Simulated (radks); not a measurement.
# Tc⁻ inside a hard spherical wall

The task here is to estimate one member of a computed series from the others.

Method: scalar-relativistic Kohn-Sham, PBEsol, spin-polarised, spherical densities, finite nucleus; open shells are filled with parallel spins first. Code: radks (a radial shooting solver on a logarithmic mesh, Libxc functionals) version 1.

## Starting point

| Property | Result |
| --- | --- |
| element | technetium (Z = 43) |
| charge | -1 |
| electrons | 44 |
| configuration | [Kr] 4d6 5s2 |
| nuclear rms radius | 4.4112 fm |

Outer shells as boxes (Hund's rule):

Tc⁻
```
[Kr] core
4d [↑↓][↑ ][↑ ][↑ ][↑ ]
5s [↑↓]
```

The first run:

The run's settings:

```text
Z 43
configuration [Kr] 4d6 5s2 5p0 6s0 4f0
relativity scalar-relativistic
functional pbe_sol,pbe_sol
spin polarised
nucleus finite rms 4.4112 fm
wall 20 bohr
c 137.035999084
```

Among the steps run: Wall at 20 bohr; Wall at 15 bohr; Wall at 8 bohr; Wall at 7 bohr; Wall at 3.5 bohr; Wall at 2 bohr.

One table of the session follows, with a row left open; its other results are not shown here.

```
R (bohr)  E − E(widest) (eV)  ε(5s) (eV)  ε(6s, empty) (eV)  ε(5p, empty) (eV)  ε(4f, empty) (eV)
      20               0.000       0.108              2.265              2.268              3.280
      15               0.027       0.281              3.111              2.695              4.766
       8               0.767       1.386              9.584              4.752             11.813
       7                   ?           ?                  ?                  ?                  ?
     3.5              43.837      22.094             84.953             32.210             45.033
       2              504.82      157.21             405.49             183.02             126.27
```

Estimate the missing values for R (bohr) = 7.

Worked estimate for «E − E(widest) (eV)». A straight line through the neighbours (8, 0.767) and (3.5, 43.837) gives 0.767 + (43.837 − 0.767) × (7 − 8) / (3.5 − 8) = 10.338; a parabola fitted to 4 rows on both sides gives -31.120.

As computed: E − E(widest) (eV): 1.550; ε(5s) (eV): 2.098; ε(6s, empty) (eV): 13.165; ε(5p, empty) (eV): 5.868; ε(4f, empty) (eV): 14.529. In «E − E(widest) (eV)» the line misses by +8.788 and the parabola by -32.670.

What this shows: Eigenvalues are for spin up. From R = 20 bohr inwards the highest occupied level lies above zero, in an anion first from self-interaction, then from the wall. Shells are not refilled when levels cross, and a hard wall is a model, not a crystal.
